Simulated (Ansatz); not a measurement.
# Cl6Eu ([EuCl6]3-): the cost of one run

Method: the settings change from run to run; program: Ansatz 0.2.0, Gaussian basis.

**1. The molecule**

The structure was relaxed beforehand with r2SCAN-D4/def2-SVP. Eu takes a core potential in def2 sets; no spin-orbit term is included.

7 atoms, charge -3, spin multiplicity 7.

Atoms are counted from 1 here; the program's logs count them from 0.

Bond lengths: Eu1–Cl2 2.785 Å, Eu1–Cl3 2.786 Å, Eu1–Cl4 2.786 Å, Eu1–Cl5 2.785 Å, Eu1–Cl6 2.785 Å, Eu1–Cl7 2.786 Å. Angles: Cl2–Eu1–Cl3 180.0°, Cl2–Eu1–Cl4 88.9°, Cl2–Eu1–Cl5 91.1°, Cl2–Eu1–Cl6 88.8°, Cl2–Eu1–Cl7 91.2°, Cl3–Eu1–Cl4 91.2°, Cl3–Eu1–Cl5 88.8°, Cl3–Eu1–Cl6 91.1°, Cl3–Eu1–Cl7 88.9°, Cl4–Eu1–Cl5 180.0°, Cl4–Eu1–Cl6 91.2°, Cl4–Eu1–Cl7 88.8°, Cl5–Eu1–Cl6 88.9°, Cl5–Eu1–Cl7 91.2°, Cl6–Eu1–Cl7 180.0°.

**2. CAM-B3LYP/def2-mTZVP**

Set apart from the defaults: restricted open-shell orbitals, atoms shaken by 0.08 Å, a point charge of 1.00 e beside it, D3(BJ) with three-body dispersion.

The input, in.yaml:

```yaml
crystal:
  periodic: [false, false, false]
  atoms:
    - {symbol: Eu, position_ang: [-0.013150, -0.029076, 0.046466]}
    - {symbol: Cl, position_ang: [0.087026, -0.079086, 2.762642]}
    - {symbol: Cl, position_ang: [0.039296, 0.011977, -2.741074]}
    - {symbol: Cl, position_ang: [2.679045, -0.022377, 0.175812]}
    - {symbol: Cl, position_ang: [-2.759652, 0.129212, -0.045042]}
    - {symbol: Cl, position_ang: [-0.095003, 2.787566, 0.032107]}
    - {symbol: Cl, position_ang: [-0.164484, -2.715351, 0.057303]}
basis:
  gaussian: {orbitals: def2-mTZVP, point_charges: [{charge: 1.00, position_ang: [7.217, -0.172, -0.452]}]}
total_charge: -3
magnetization: {spin_polarized: false, initial_magnetization: 6}
hamiltonian: {xc: {name: CAM-B3LYP}, dispersion: d3bjatm}
output: {forces: true}
```

Command:

```sh
$ ansatz run in.yaml --threads 4 --pin off --events-out ev --progress --plain --max-ram 6963MiB
```

**Question.** How long does this run take on 4 threads of AMD EPYC 9R45, shared host, and how much memory does it need?

About 2.6 min, with a peak of 1.6 GiB.
